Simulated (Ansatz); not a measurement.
# C2H6N2Si: the cost of one run

Method: RKS PBE0-D4/6-31G, in Ansatz 0.2.0.

## 1. The starting structure

Bond lengths: C1–N2 1.242 Å, N2–C3 1.343 Å, C3–N4 1.315 Å, N4–Si5 1.699 Å, C1–H6 1.098 Å, C1–H7 1.149 Å, C3–H8 1.128 Å, Si5–H9 1.447 Å, Si5–H10 1.465 Å, Si5–H11 1.520 Å. Angles: C1–N2–C3 116.2°, N2–C1–H6 131.2°, N2–C1–H7 117.9°, H6–C1–H7 110.9°, N2–C3–N4 123.9°, N2–C3–H8 116.0°, N4–C3–H8 119.5°, C3–N4–Si5 116.9°, N4–Si5–H9 111.1°, N4–Si5–H10 107.1°, N4–Si5–H11 108.5°, H9–Si5–H10 111.6°, H9–Si5–H11 108.6°, H10–Si5–H11 109.9°.

As a file:

```xyz
11

C    -1.4793    1.6248   -0.7906
N    -0.9124    0.7611   -1.4794
C    -0.1137   -0.0941   -0.8197
N     0.1579   -0.0021    0.4637
Si    1.1725   -1.1952    1.1231
H    -1.4446    1.8272    0.2878
H    -2.1701    2.3706   -1.3253
H     0.4561   -0.8303   -1.4570
H     0.6461   -2.5205    0.8751
H     2.4953   -1.0186    0.5181
H     1.2575   -0.9799    2.6250
```

## 2. End point A

Contents of input.yaml:

```yaml
crystal:
  periodic: [false, false, false]
  atoms:
    - { symbol: C, position_ang: [-1.4793, 1.6248, -0.7906] }
    - { symbol: "N", position_ang: [-0.9124, 0.7611, -1.4794] }
    - { symbol: C, position_ang: [-0.1137, -0.0941, -0.8197] }
    - { symbol: "N", position_ang: [0.1579, -0.0021, 0.4637] }
    - { symbol: Si, position_ang: [1.1725, -1.1952, 1.1231] }
    - { symbol: H, position_ang: [-1.4446, 1.8272, 0.2878] }
    - { symbol: H, position_ang: [-2.1701, 2.3706, -1.3253] }
    - { symbol: H, position_ang: [0.4561, -0.8303, -1.457] }
    - { symbol: H, position_ang: [0.6461, -2.5205, 0.8751] }
    - { symbol: H, position_ang: [2.4953, -1.0186, 0.5181] }
    - { symbol: H, position_ang: [1.2575, -0.9799, 2.625] }
basis:
  gaussian: { orbitals: "6-31G" }
hamiltonian:
  xc: pbe0
  dispersion: d4
relax:
  f_tol: 0.015
  max_steps: 40
output:
  orbitals: {}
```

Launch:

```bash
$ ansatz run input.yaml --threads 1 --pin off --max-ram 2048MiB --backend cpu --events-out ev --progress --plain --runs-dir out
```

Q: Estimate wall time and peak memory on 1 thread of an Arm CPU, shared host.

About 62 s, with a peak of 0.13 GiB.
